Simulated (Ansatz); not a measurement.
# Cl2H4OSi2: how energies converge with the basis set

How large a basis does Cl2H4OSi2 need? Two functionals are run in growing sets.

Computed with Ansatz 0.2.0, Gaussian basis. Level: one geometry, several basis sets.

The runs, in order: PBE0-D4/def2-SVP; ωB97M-V/def2-SVP; PBE0-D4/def2-QZVPP; ωB97M-V/def2-QZVPP; the functionals' def2-TZVPP values are taken from earlier runs.

**1. The geometry**

An earlier PBE0-D4 in a triple-zeta def2 set relaxation fixed the geometry.

9 atoms, charge 0, spin multiplicity 1.

Atoms are counted from 1 here; the program's logs count them from 0.

Bond lengths: O1–Si2 1.636 Å, O1–H6 0.961 Å, Si2–Cl3 2.060 Å, Si2–Si4 2.346 Å, Si2–H7 1.478 Å, Si4–Cl5 2.072 Å, Si4–H8 1.483 Å, Si4–H9 1.485 Å. Angles: Si2–O1–H6 117.0°, O1–Si2–Cl3 111.6°, O1–Si2–Si4 109.2°, O1–Si2–H7 106.3°, Cl3–Si2–Si4 106.2°, Cl3–Si2–H7 107.7°, Si4–Si2–H7 116.0°, Si2–Si4–Cl5 103.8°, Si2–Si4–H8 113.9°, Si2–Si4–H9 113.2°, Cl5–Si4–H8 108.3°, Cl5–Si4–H9 107.6°, H8–Si4–H9 109.7°.

Geometry (Å):

```mol
Cl2H4OSi2
  3D, bonds by distance, orders not assigned

  9  8  0  0  0  0  0  0  0  0999 V2000
   -1.8500    0.5275   -0.5363 O   0  0
   -0.8754   -0.6095    0.1211 Si  0  0
   -0.6050   -2.2056   -1.1529 Cl  0  0
    1.2527    0.3112    0.4747 Si  0  0
    1.5776    1.4651   -1.2150 Cl  0  0
   -1.4841    1.0573   -1.2493 H   0  0
   -1.5744   -1.1093    1.3239 H   0  0
    2.3357   -0.6973    0.5649 H   0  0
    1.3113    1.2144    1.6518 H   0  0
  1  2  8  0
  2  3  8  0
  2  4  8  0
  4  5  8  0
  1  6  8  0
  2  7  8  0
  4  8  8  0
  4  9  8  0
M  END
```

**2. PBE0-D4 in def2-SVP**

File in.yaml:

```yaml
crystal:
  periodic: [false, false, false]
  atoms:
    - {symbol: O, position_ang: [-1.849997, 0.527509, -0.536347]}
    - {symbol: Si, position_ang: [-0.875381, -0.609484, 0.121134]}
    - {symbol: Cl, position_ang: [-0.604979, -2.205630, -1.152949]}
    - {symbol: Si, position_ang: [1.252730, 0.311205, 0.474689]}
    - {symbol: Cl, position_ang: [1.577606, 1.465121, -1.214965]}
    - {symbol: H, position_ang: [-1.484066, 1.057265, -1.249307]}
    - {symbol: H, position_ang: [-1.574417, -1.109291, 1.323944]}
    - {symbol: H, position_ang: [2.335675, -0.697250, 0.564861]}
    - {symbol: H, position_ang: [1.311330, 1.214356, 1.651842]}
basis:
  gaussian: {orbitals: def2-SVP}
hamiltonian: {xc: pbe0, dispersion: d4}
output: {orbitals: {seedname: orbitals}}
```

Command:

```bash
ansatz run in.yaml --threads 4 --pin off --events-out ev --progress --plain --max-ram 10444MiB
```

After this run come: ωB97M-V in def2-SVP; PBE0-D4 in def2-QZVPP; ωB97M-V in def2-QZVPP.

**Question.** What will the summary of the whole plan be? Wanted: PBE0-D4: double and triple zeta above quadruple; ωB97M-V: double and triple zeta above quadruple.

**Answer**, as computed:

```
                                       quantity           value
PBE0-D4: double and triple zeta above quadruple  18.49, 1.40 eV
ωB97M-V: double and triple zeta above quadruple  18.40, 1.33 eV
```

In words: For PBE0-D4 the step from double to triple zeta gains 17.09 eV and the next only 1.40 eV. These are total energies; as a rule much of such shifts cancels in differences, which this series doesn't test. The LUMO of ωB97M-V is positive and keeps falling with the basis (1.16 to 0.47 eV): an unbound level that the basis holds in place.
